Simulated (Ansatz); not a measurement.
**Alloy of MgO and CdO (12 of 32 Mg sites exchanged), 64 atoms**

How does this alloy cell relax, and what gap do PBEsol, HSE06 and r²SCAN give?

All numbers are computed with Ansatz 0.2.0 (PAW, plane waves).

## Step 1: The system as built

64 atoms (32 O, 12 Cd, 20 Mg); a = 8.791 Å, b = 8.791 Å, c = 8.791 Å, α = 90.00°, β = 90.00°, γ = 90.00°. All atoms were shaken off their sites by about 0.02 Å along each axis.

Plan of the steps: (2) PBEsol cell relaxation at the single k point (¼, ¼, ¼), on 7 threads of Arm Neoverse-V2; (3) HSE06 single point at the Γ point alone, on 7 threads of Arm Neoverse-V2; (4) r²SCAN single point at the Γ point alone, on 7 threads of Arm Neoverse-V2.

## Step 2: Relaxing cell and atoms with PBEsol

File in.yaml:

```yaml
crystal:
  lattice:
    - [8.790697, 0.000000, 0.000000]
    - [0.000000, 8.790697, 0.000000]
    - [0.000000, 0.000000, 8.790697]
  atoms:
    - { symbol: O, position: [0.247536, 0.998437, 0.000290] }
    - { symbol: O, position: [0.249213, 0.998277, 0.500011] }
    - { symbol: O, position: [0.254676, 0.497708, 0.001798] }
    - { symbol: O, position: [0.246082, 0.502084, 0.500872] }
    - { symbol: O, position: [0.748716, 0.998718, 0.995794] }
    - { symbol: O, position: [0.750479, 0.001503, 0.501797] }
    - { symbol: O, position: [0.748464, 0.501037, 0.999495] }
    - { symbol: O, position: [0.751421, 0.498642, 0.500793] }
    - { symbol: O, position: [0.995995, 0.251089, 0.000225] }
    - { symbol: O, position: [0.995802, 0.251365, 0.495804] }
    - { symbol: O, position: [0.998813, 0.751230, 0.002059] }
    - { symbol: O, position: [0.997938, 0.748514, 0.501162] }
    - { symbol: O, position: [0.501420, 0.250432, 0.993681] }
    - { symbol: O, position: [0.499741, 0.248628, 0.500459] }
    - { symbol: O, position: [0.502872, 0.751113, 0.004614] }
    - { symbol: O, position: [0.499556, 0.748180, 0.499418] }
    - { symbol: O, position: [0.000977, 0.997969, 0.245807] }
    - { symbol: O, position: [0.006376, 0.003229, 0.750783] }
    - { symbol: O, position: [0.002663, 0.504053, 0.246924] }
    - { symbol: O, position: [0.002700, 0.499184, 0.746781] }
    - { symbol: O, position: [0.499529, 0.999251, 0.247964] }
    - { symbol: O, position: [0.504978, 0.001241, 0.749344] }
    - { symbol: O, position: [0.497636, 0.501558, 0.247333] }
    - { symbol: O, position: [0.498073, 0.500835, 0.754490] }
    - { symbol: O, position: [0.247917, 0.247109, 0.252867] }
    - { symbol: O, position: [0.248903, 0.247936, 0.746807] }
    - { symbol: O, position: [0.249909, 0.748885, 0.251188] }
    - { symbol: O, position: [0.253611, 0.750352, 0.751499] }
    - { symbol: O, position: [0.752108, 0.248374, 0.254390] }
    - { symbol: O, position: [0.745126, 0.248245, 0.749367] }
    - { symbol: O, position: [0.747801, 0.749577, 0.248018] }
    - { symbol: O, position: [0.752928, 0.749615, 0.753576] }
    - { symbol: Cd, position: [0.996905, 0.002502, 0.999584] }
    - { symbol: Cd, position: [0.003748, 0.499678, 0.002160] }
    - { symbol: Cd, position: [0.000046, 0.502237, 0.498947] }
    - { symbol: Cd, position: [0.497247, 0.003219, 0.001001] }
    - { symbol: Cd, position: [0.497435, 0.498244, 0.500535] }
    - { symbol: Cd, position: [0.754992, 0.752874, 0.000047] }
    - { symbol: Cd, position: [0.247941, 0.998857, 0.249965] }
    - { symbol: Cd, position: [0.749940, 0.498488, 0.247325] }
    - { symbol: Cd, position: [0.005273, 0.747270, 0.250787] }
    - { symbol: Cd, position: [0.499264, 0.246821, 0.247579] }
    - { symbol: Cd, position: [0.498998, 0.750373, 0.251746] }
    - { symbol: Cd, position: [0.502717, 0.751389, 0.747925] }
    - { symbol: Mg, position: [0.997059, 0.001702, 0.494161] }
    - { symbol: Mg, position: [0.499464, 0.999055, 0.495306] }
    - { symbol: Mg, position: [0.498897, 0.499410, 0.000804] }
    - { symbol: Mg, position: [0.246678, 0.249206, 0.996768] }
    - { symbol: Mg, position: [0.246482, 0.250802, 0.497660] }
    - { symbol: Mg, position: [0.252228, 0.747208, 0.001710] }
    - { symbol: Mg, position: [0.247264, 0.752299, 0.497250] }
    - { symbol: Mg, position: [0.752424, 0.248199, 0.999544] }
    - { symbol: Mg, position: [0.750352, 0.248715, 0.502785] }
    - { symbol: Mg, position: [0.749659, 0.748881, 0.502824] }
    - { symbol: Mg, position: [0.251007, 0.000110, 0.749636] }
    - { symbol: Mg, position: [0.250025, 0.500083, 0.251946] }
    - { symbol: Mg, position: [0.251448, 0.502582, 0.748206] }
    - { symbol: Mg, position: [0.745950, 0.999940, 0.251282] }
    - { symbol: Mg, position: [0.749993, 0.998882, 0.749728] }
    - { symbol: Mg, position: [0.750900, 0.502597, 0.745068] }
    - { symbol: Mg, position: [0.003464, 0.250068, 0.252109] }
    - { symbol: Mg, position: [0.000913, 0.248468, 0.752539] }
    - { symbol: Mg, position: [0.002108, 0.748389, 0.749063] }
    - { symbol: Mg, position: [0.499610, 0.250830, 0.747396] }
  symmetry: { detect: false }
kpoints:
  mp_grid: { grid: [1, 1, 1], shift: [0.25, 0.25, 0.25] }
hamiltonian:
  xc: pbesol
scf:
  occupations: { method: fermi_dirac, width: 0.01 }
relax:
  f_tol: 0.03
  max_steps: 80
  escape_saddle: false
  adjacent_minimum: "off"
  cell: { fix: [shape] }
output:
  forces: true
  eigenvalues: true
  populations: true
```

After this run come: Single point with HSE06; r²SCAN on the same atoms.

Q: Predict the outcome of this session. Wanted: for each run, top filled to lowest empty.

**Answer**, as computed:

| level | time | k points | top filled to lowest empty (eV) |
| --- | --- | --- | --- |
| PBEsol, relaxation | 71 s (7 CPU threads) | (¼, ¼, ¼) | 2.30 |
| HSE06 | 3.4 min (7 CPU threads) | Γ | 2.53 |
| r²SCAN | 23 s (7 CPU threads) | Γ | 1.66 |

```
     quantity                                                                      value
   relaxation                                           7 recorded steps, 4.78 eV gained
largest shift                                                               0.25 Å (O17)
 relaxed cell  a = 8.861 Å, b = 8.861 Å, c = 8.861 Å, α = 90.00°, β = 90.00°, γ = 90.00°
   mean bonds                                                   Cd–O 2.291, Mg–O 2.173 Å
```

**What this shows.** Relaxation gains 4.78 eV, with shifts up to 0.25 Å (O17), while the volume changes by +2.4 %. The mean lengths of the listed bonds run from Mg–O 2.17 Å to Cd–O 2.29 Å. At the same k points, r²SCAN gives a spacing 0.87 eV smaller than the 2.53 eV of HSE06. Rows on different k points differ by sampling as well as by level. The price of HSE06 is about 9 times the time of r²SCAN here. With one k point the spacing samples only the states that fold onto it, so it can exceed the gap over the zone.
